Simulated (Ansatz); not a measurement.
# Si2Cl3: the cost of one run

Computed with Ansatz 0.2.0 (DFT PBE, scalar-relativistic, plane waves, PAW, unless a step's input says otherwise).

## Step 1: The starting structure

It takes space group P321 (No. 150, trigonal). The conventional cell has a = 4.217 Å, b = 4.217 Å, c = 6.567 Å, α = 90.00°, β = 90.00°, γ = 120.00°. Si (site symmetry 3) is surrounded by 3 Cl at 2.30 Å. Cl (site symmetry 2) has 2 Cl at 1.83 Å as nearest neighbours.

Coordinates:

```cif
data_structure
_symmetry_space_group_name_H-M 'P321'
_symmetry_Int_Tables_number 150
_cell_length_a 4.2169
_cell_length_b 4.2169
_cell_length_c 6.5668
_cell_angle_alpha 90.000
_cell_angle_beta 90.000
_cell_angle_gamma 120.000
_cell_volume 101.13
loop_
_atom_site_label
_atom_site_type_symbol
_atom_site_symmetry_multiplicity
_atom_site_Wyckoff_symbol
_atom_site_fract_x
_atom_site_fract_y
_atom_site_fract_z
_atom_site_occupancy
Si1 Si 2 d 0.33333 0.66667 0.25000 1
Cl1 Cl 3 e 0.25000 0.25000 0.00000 1
```

(A quick probe on a coarse mesh, which set the mesh and smearing, is not shown.)

## Step 3: Coarse relaxation

Input file input.yaml:

```yaml
crystal:
  lattice:
    - [4.2169105996, 0.0, 0.0]
    - [-2.1084552998, 3.6519517047, 0.0]
    - [0.0, 0.0, 6.5667919607]
  atoms:
    - { symbol: Si, position: [0.3333333333, 0.6666666667, 0.25] }
    - { symbol: Si, position: [0.6666666667, 0.3333333333, 0.75] }
    - { symbol: Cl, position: [0.25, 0.25, 0.0] }
    - { symbol: Cl, position: [0.75, 0.0, 0.0] }
    - { symbol: Cl, position: [0.0, 0.75, 0.0] }
basis:
  ecutwfc: 420
kpoints:
  mp_grid: { grid: [6, 6, 4] }
hamiltonian:
  xc: pbe
scf:
  occupations: { method: gaussian, width: 0.1 }
  lower_state_search: "off"
output:
  forces: true
  stress: true
  eigenvalues: true
relax:
  adjacent_minimum: "off"
  f_tol: 0.04
  max_steps: 70
  cell: { stress_tol: 0.4 }
```

The run is started by

```console
> ansatz run input.yaml --threads 1 --pin off --max-ram 2560MiB --backend cpu --events-out ev --progress --plain --runs-dir out
```

**Question.** How long does this run take on 1 thread of Intel Xeon 6975P-C (Granite Rapids), shared host, and how much memory does it need?

About 47 s, with a peak of 0.41 GiB.
